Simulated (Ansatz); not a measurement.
# C2H6FNSi: the cost of one run

Computed with Ansatz 0.2.0, driven from Python. The levels of theory stand in the script.

## 1. The system

Bond lengths: F1–C2 1.293 Å, C2–C3 1.516 Å, C3–N4 1.301 Å, N4–Si5 1.728 Å, C2–H6 1.105 Å, C2–H7 1.086 Å, C3–H8 1.103 Å, Si5–H9 1.430 Å, Si5–H10 1.485 Å, Si5–H11 1.506 Å. Angles (14 of 16 angles, heavy atoms first): F1–C2–C3 112.8°, C2–C3–N4 130.4°, C3–N4–Si5 121.6°, F1–C2–H6 107.8°, F1–C2–H7 108.6°, C3–C2–H6 110.8°, C3–C2–H7 108.9°, C2–C3–H8 113.4°, N4–C3–H8 114.6°, N4–Si5–H9 109.1°, N4–Si5–H10 111.2°, N4–Si5–H11 105.6°, H6–C2–H7 107.6°, H9–Si5–H10 112.3°.

No structure file is read: the coordinates are typed or built in the script.

## 2. The code

File c2h6fnsi.py:

```python
from pathlib import Path

import ansatz as az
import numpy as np

GEOMETRY = '''
F    -0.97590    0.56030    1.36010
C    -0.07470   -0.36110    1.45850
C     0.07870   -1.17130    0.18660
N     0.25000   -0.78460   -1.04400
Si    0.01500    0.86100   -1.51660
H     0.87840    0.12590    1.73150
H    -0.34780   -1.02840    2.27060
H     0.30150   -2.23620    0.36880
H     0.54150    1.04860   -2.83250
H    -1.41550    1.24670   -1.42270
H     0.81410    1.68200   -0.53970
'''

c2h6fnsi = az.Crystal.molecule()
for line in GEOMETRY.strip().splitlines():
    symbol, *xyz = line.split()
    c2h6fnsi = c2h6fnsi.atom(symbol, [float(v) for v in xyz])

job = c2h6fnsi.calculation().basis(gaussian='cc-pVDZ')

print('functional    E (Ha)        dipole (D)   HOMO (eV)  LUMO (eV)')
for name in ['lda', 'r2scan0', 'hse06', 'pbe']:
    rep = job.functional(name).forces().orbitals().run(threads=1, pin='off', runs_dir='runs').report
    lines = Path(rep['orbitals_path']).read_text().splitlines()
    field_of = lambda key: [line.split('=')[1].strip() for line in lines if line.startswith(key)]
    orbitals = [(27.211386 * float(e), s, float(n)) for e, s, n in zip(field_of('Ene='), field_of('Spin='), field_of('Occup='))]
    homo = max(e for e, _, n in orbitals if n > 0.5)
    lumo = min(e for e, _, n in orbitals if n < 0.5)
    dipole = 4.803205 * np.linalg.norm(rep['charge_distribution']['dipole_moment_e_ang'])
    print(f'{name:10s} {rep["free_energy_ev"] / 27.211386246:14.6f} {dipole:9.3f} {homo:11.3f} {lumo:10.3f}')
```

## 3. The calls as engine input

The engine receives this input (first run):

```yaml
crystal:
  periodic: [false, false, false]
  atoms:
    - { symbol: F, position_ang: [-0.9759, 0.5603, 1.3601] }
    - { symbol: C, position_ang: [-0.0747, -0.3611, 1.4585] }
    - { symbol: C, position_ang: [0.0787, -1.1713, 0.1866] }
    - { symbol: "N", position_ang: [0.25, -0.7846, -1.044] }
    - { symbol: Si, position_ang: [0.015, 0.861, -1.5166] }
    - { symbol: H, position_ang: [0.8784, 0.1259, 1.7315] }
    - { symbol: H, position_ang: [-0.3478, -1.0284, 2.2706] }
    - { symbol: H, position_ang: [0.3015, -2.2362, 0.3688] }
    - { symbol: H, position_ang: [0.5415, 1.0486, -2.8325] }
    - { symbol: H, position_ang: [-1.4155, 1.2467, -1.4227] }
    - { symbol: H, position_ang: [0.8141, 1.682, -0.5397] }
basis:
  gaussian:
    orbitals: cc-pVDZ
hamiltonian:
  xc: lda
output:
  orbitals: {}
  forces: true
```

## 4. Running it

Run with:

```console
$ python c2h6fnsi.py
```

What time and memory should one allow on 1 thread of Arm Neoverse V2, shared host?

About 17 s, with a peak of 0.3 GiB.
